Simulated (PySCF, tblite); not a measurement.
# C₅H₈O₄Si: geometry, infrared bands and NMR shifts

Aim: predict the infrared bands and NMR shifts of C₅H₈O₄Si (`C[SiH2]C(=O)O[C@@H]1OCC1=O`).

Programs: tblite 0.8.0 and PySCF 2.14.0, with density-fitted response routines of our own. Each step states its level of theory. These are calculated values for one molecule in the gas phase, unless marked as measured. Atoms are numbered from 0 throughout.

### Step 1. The molecule as given

18 atoms, charge 0, multiplicity 1; geometry from: force field or distance geometry start.

Bonds of the start (Å): C0–Si1 1.88, Si1–C2 1.81, C2–O3 1.25, C2–O4 1.40, O4–C5 1.39, C5–O6 1.41, O6–C7 1.41, C7–C8 1.50, C8–O9 1.21, C8–C5 1.48, C0–H10 1.10, C0–H11 1.12, C0–H12 1.13, Si1–H13 1.49, Si1–H14 1.46, C5–H15 1.14, C7–H16 1.09, C7–H17 1.11.

### Step 2. Optimising the geometry with GFN2-xTB

Job settings and geometry (Å):

```
{"job": {"kind": "relax", "xc": "GFN2-xTB", "basis": "xTB"}, "charge": 0, "multiplicity": 1}
C      3.463700    -0.315700    -0.008000
Si     2.211000     0.904100    -0.700500
C      0.637000     0.631400     0.160200
O      0.452400     1.014300     1.336300
O     -0.412900     0.005600    -0.522000
C     -1.606700    -0.165900     0.173100
O     -2.060800    -1.496400     0.274000
C     -3.339100    -0.922400     0.441600
C     -2.868900     0.085200    -0.560700
O     -3.310400     0.748100    -1.467000
H      4.152700    -0.659600    -0.787100
H      2.932700    -1.183200     0.466900
H      4.055100     0.180700     0.813400
H      2.706000     2.258800    -0.331300
H      2.105700     0.826000    -2.154000
H     -1.601500     0.225100     1.247900
H     -4.137600    -1.595600     0.123500
H     -3.387100    -0.534200     1.481900
```

Launch:

```
$ OMP_NUM_THREADS=1 python probes_run.py task.json out
```

This one command runs all jobs of the session in turn.

**Question.** This job is followed by: GFN2-xTB harmonic vibrations, gas phase; GIAO PBE0/pcSseg-1 NMR shielding, non-relativistic, gas phase. Predict these results of the whole session: strongest single infrared mode (GFN2-xTB); zero-point energy (GFN2-xTB); ¹³C shifts against TMS (PBE0/pcSseg-1); ¹H shifts against TMS (PBE0/pcSseg-1, means over atoms taken as alike); ²⁹Si shifts against TMS (PBE0/pcSseg-1); ¹⁷O shifts against H2O (PBE0/pcSseg-1).

As calculated:

```
                                                              quantity                                   value
                             strongest single infrared mode (GFN2-xTB)                   1887 cm⁻¹, 507 km/mol
                                          zero-point energy (GFN2-xTB)                           76.2 kcal/mol
                                ¹³C shifts against TMS (PBE0/pcSseg-1)     208.9, 187.0, 107.3, 90.8, -7.9 ppm
¹H shifts against TMS (PBE0/pcSseg-1, means over atoms taken as alike)  7.86, 5.54, 5.35, 4.45, 4.34, 0.47 ppm
                               ²⁹Si shifts against TMS (PBE0/pcSseg-1)                               -52.3 ppm
                                ¹⁷O shifts against H2O (PBE0/pcSseg-1)           675.3, 496.9, 274.6, 58.8 ppm
```

**Reading.** Relaxing lowered the energy by 1.347 eV in 107 steps; the close pair that moved most is Si1–C2, from 1.815 to 1.920 Å. The lowest mode is slightly imaginary (12i cm⁻¹), a soft motion within the noise of the Hessian, so the minimum is not strictly shown. The strongest single mode, at 1887 cm⁻¹, moves mainly C8 and O9. GFN2-xTB is a fitted tight-binding method: band positions and strengths are rough. Its intensities can rank the bands wrongly. The most deshielded carbon is C8 (ketone carbonyl carbon), at 208.9 ppm: the double bond to the heteroatom, with no lone-pair donor beside it, deshields it most. The most deshielded hydrogen is H15 (hydrogen on an sp3 carbon bearing two oxygens), at 7.86 ppm: its carbon carries O, which withdraws density. At PBE0/pcSseg-1: Shielding is most anisotropic at O9 (span 1237 ppm, paramagnetic term -735 ppm).
